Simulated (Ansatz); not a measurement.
# C₂HCl₃Ge: taking an electron away

One table from this session's results is given with a row withheld; the runs are named, their logs left out.

Computed with Ansatz 0.2.0, Gaussian basis. Level: unrestricted cation, the program's frozen cores in correlated methods.

Plan: UKS PBE-D4/def2-TZVPP; UKS r2SCAN-D4/def2-TZVPP; UKS PBE0-D4/def2-TZVPP; UKS B3LYP-D4/def2-TZVPP; UKS wB97X-V/def2-TZVPP; UKS B2PLYP/def2-TZVPP; UHF-CCSD(T)/def2-TZVPP; UHF-MP2/def2-QZVPP; extrapolation to the limit; then −ε(HOMO) from the neutral's earlier runs with LDA (SPW92), PBE-D4, revPBE-D4, BLYP-D4, r2SCAN-D4, B97M-V, PBE0-D4, B3LYP-D4, r2SCANh-D4, r2SCAN0-D4, HSE06-D4, BHLYP-D4, CAM-B3LYP-D4, LC-ωPBE, ωB97X-V, ωB97M-V.

1 further run of the same task is left out (it didn't finish).

### Structure used throughout

The geometry comes from an earlier relaxation with PBE0-D4 in a triple-zeta def2 set; it is a stationary point, not always the lowest conformer.

SMILES `C#[C][Ge]([Cl])([Cl])[Cl]`, 7 atoms, charge 0, spin multiplicity 1.

Atoms are counted from 1 here; the program's logs count them from 0.

Bond lengths: C1–C2 1.203 Å, C1–H7 1.067 Å, C2–Ge3 1.874 Å, Ge3–Cl4 2.122 Å, Ge3–Cl5 2.122 Å, Ge3–Cl6 2.122 Å. Angles: C2–C1–H7 180.0°, C1–C2–Ge3 179.9°, C2–Ge3–Cl4 110.3°, C2–Ge3–Cl5 110.2°, C2–Ge3–Cl6 110.3°, Cl4–Ge3–Cl5 108.7°, Cl4–Ge3–Cl6 108.7°, Cl5–Ge3–Cl6 108.7°.

Coordinates:

```csv
atom,x (Å),y (Å),z (Å)
C1,1.3279,-1.4910,0.6586
C2,0.5690,-0.6393,0.2770
Ge3,-0.6123,0.6872,-0.3192
Cl4,-2.3493,-0.1982,-1.1563
Cl5,0.3204,1.8873,-1.7999
Cl6,-1.1952,1.9321,1.2973
H7,2.0008,-2.2462,0.9970
```

The first run:

Input file in.yaml:

```yaml
crystal:
  periodic: [false, false, false]
  atoms:
    - {symbol: C, position_ang: [1.327917, -1.491005, 0.658559]}
    - {symbol: C, position_ang: [0.568985, -0.639314, 0.277002]}
    - {symbol: Ge, position_ang: [-0.612260, 0.687234, -0.319210]}
    - {symbol: Cl, position_ang: [-2.349347, -0.198241, -1.156339]}
    - {symbol: Cl, position_ang: [0.320371, 1.887318, -1.799863]}
    - {symbol: Cl, position_ang: [-1.195171, 1.932103, 1.297275]}
    - {symbol: H, position_ang: [2.000806, -2.246195, 0.996977]}
basis:
  gaussian: {orbitals: def2-TZVPP}
total_charge: 1
magnetization: {spin_polarized: true, initial_magnetization: 1}
hamiltonian: {xc: pbe, dispersion: d4}
```

Launch:

```console
$ ansatz run in.yaml --threads 2 --pin off --events-out ev --progress --plain --max-ram 32768MiB --backend cpu
```

Steps of the session up to this table: Cation, UKS PBE-D4/def2-TZVPP; Cation, UKS r2SCAN-D4/def2-TZVPP; Cation, UKS PBE0-D4/def2-TZVPP; Cation, UKS B3LYP-D4/def2-TZVPP; Cation, UKS wB97X-V/def2-TZVPP; Cation, UKS B2PLYP (frozen core)/def2-TZVPP; Cation, UHF-CCSD(T)/def2-TZVPP; Cation, UHF-MP2/def2-QZVPP.

One of the session's tables, all rows but one given; the rest of the session is left out.

It belongs to the step «Ionisation energies side by side». For comparison, −ε(HOMO) of the neutral from earlier runs:

| functional | −ε(HOMO) (eV) |
| --- | --- |
| LDA (SPW92) | 8.00 |
| PBE-D4 | 7.81 |
| revPBE-D4 | 7.74 |
| BLYP-D4 | 7.62 |
| r2SCAN-D4 | 8.11 |
| B97M-V | 8.09 |
| PBE0-D4 | 9.11 |
| B3LYP-D4 | 8.82 |
| r2SCANh-D4 | 8.59 |
| r2SCAN0-D4 | 9.30 |
| HSE06-D4 | 8.70 |
| BHLYP-D4 | 10.19 |
| CAM-B3LYP-D4 | ? |
| LC-ωPBE | 11.97 |
| ωB97X-V | 11.52 |
| ωB97M-V | 11.37 |

**Question.** Estimate the row for CAM-B3LYP-D4.

The run gave: −ε(HOMO) (eV): 10.47. In the column «−ε(HOMO) (eV)» it lies between BHLYP-D4 (10.19) and ωB97M-V (11.37).
